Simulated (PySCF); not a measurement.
# C4H10OP2: the cost of one run

Computed with PySCF 2.14.0 and routines of our own; the level stands in each step. Atoms count from 0.

### Step 1. The starting structure

17 atoms, charge 0, multiplicity 1; geometry from: GFN2-xTB.

### Step 2. Magnetic properties: GIAO B97-2/pcSseg-1

The job: settings as JSON, then the geometry in Å.

```
{"job": {"kind": "mag", "xc": "B97-2", "basis": "pcSseg-1", "isotopologues": 2}, "charge": 0, "multiplicity": 1}
C      2.510593     0.581460     0.560544
C      1.679732     0.628175    -0.466881
C      0.660349    -0.419179    -0.744393
P     -0.910972     0.181355     0.032917
C     -2.100333    -1.205039    -0.182085
O     -1.394932     1.457881    -0.516535
P     -0.458932     0.253094     2.179717
H      3.211149     1.373236     0.762962
H      2.533580    -0.264053     1.231576
H      1.663825     1.485240    -1.126549
H      0.931722    -1.376388    -0.299451
H      0.475915    -0.533106    -1.814298
H     -1.751583    -2.106450     0.313484
H     -3.055549    -0.893936     0.237130
H     -2.228710    -1.383435    -1.248143
H     -0.006932     1.559284     2.044331
H     -1.765922     0.673889     2.412323
```

With the program's defaults for keys left out, this is: GIAO B97-2/pcSseg-1 magnetisability, rotational g tensor and spin-rotation constants, non-relativistic, gas phase.

The run is started by

```sh
OMP_NUM_THREADS=1 python excited_run.py task.json out
```

One launch serves the whole session: the jobs run in the order shown.

**Question.** How long does this first job take on 1 thread of Arm Neoverse V1, shared host, and how much memory does it need?

About 30 s, with a peak of 0.81 GiB.
